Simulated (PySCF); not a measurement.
# H4N2Tl (Tl(NH2)2+): the cost of one run

Computed with PySCF 2.14.0. Level: BP86, Tl def2-SVP with ECP60, N def2-SVP, H def2-SVP; scalar-relativistic core potentials, no spin–orbit coupling.

1 further run of the same task is left out (for a known fault of the program).

### Step 1. Starting geometry

7 atoms, charge 1, spin multiplicity 1.

Bond lengths: Tl1–N2 2.070 Å, Tl1–N5 2.070 Å, N2–H3 1.038 Å, N2–H4 1.037 Å, N5–H6 1.038 Å, N5–H7 1.037 Å. Angles: N2–Tl1–N5 164.7°, Tl1–N2–H3 108.6°, Tl1–N2–H4 108.9°, H3–N2–H4 106.9°, Tl1–N5–H6 108.6°, Tl1–N5–H7 108.9°, H6–N5–H7 106.9°.

As a file:

```xyz
7
charge 1, multiplicity 1
Tl    0.0000    0.0000   -0.0590
N     2.0467    0.1430    0.2174
H     2.4234   -0.8067    0.4020
H     2.4822    0.4751   -0.6631
N    -2.0467   -0.1430    0.2174
H    -2.4234    0.8067    0.4020
H    -2.4822   -0.4751   -0.6631
```

Formal oxidation states: Tl +3. An earlier session relaxed this geometry at BP86, Tl def2-SVP with ECP60, N def2-SVP, H def2-SVP (singlet, point group C2).

Its energy there is -284.194006 Eh.

### Step 2. Atoms moved at random, σ = 0.1 Å

Input file run.py (the lines that set the calculation):

```python
mol = gto.M(atom='''
Tl     0.07886    -0.21147    -0.15103
N      1.95748     0.28646     0.24441
H      2.34208    -0.73079     0.37300
H      2.42475     0.48340    -0.61967
N     -1.95311    -0.17611     0.16737
H     -2.46243     0.72612     0.62824
H     -2.38763    -0.37761    -0.78874''',
    basis={'Tl': 'def2-SVP', 'N': 'def2-SVP', 'H': 'def2-SVP'},
    ecp={'Tl': 'def2-SVP'},
    charge=1, spin=0)
mf = dft.RKS(mol, xc='B88,P86')
mf.grids.atom_grid = (50, 194)
mf = mf.density_fit()  # fitting sets: Tl def2-universal-JKFIT, N def2-universal-JKFIT, H def2-universal-JKFIT
mf.conv_tol = 1e-08; mf.max_cycle = 55
mf.kernel(dm0)  # dm0: the density of the relaxed state
```

Command:

```console
$ OMP_NUM_THREADS=2 python run.py
```

**Question.** How long does this run take on 2 threads of Arm Neoverse V1, shared host?

About 2.6 s.
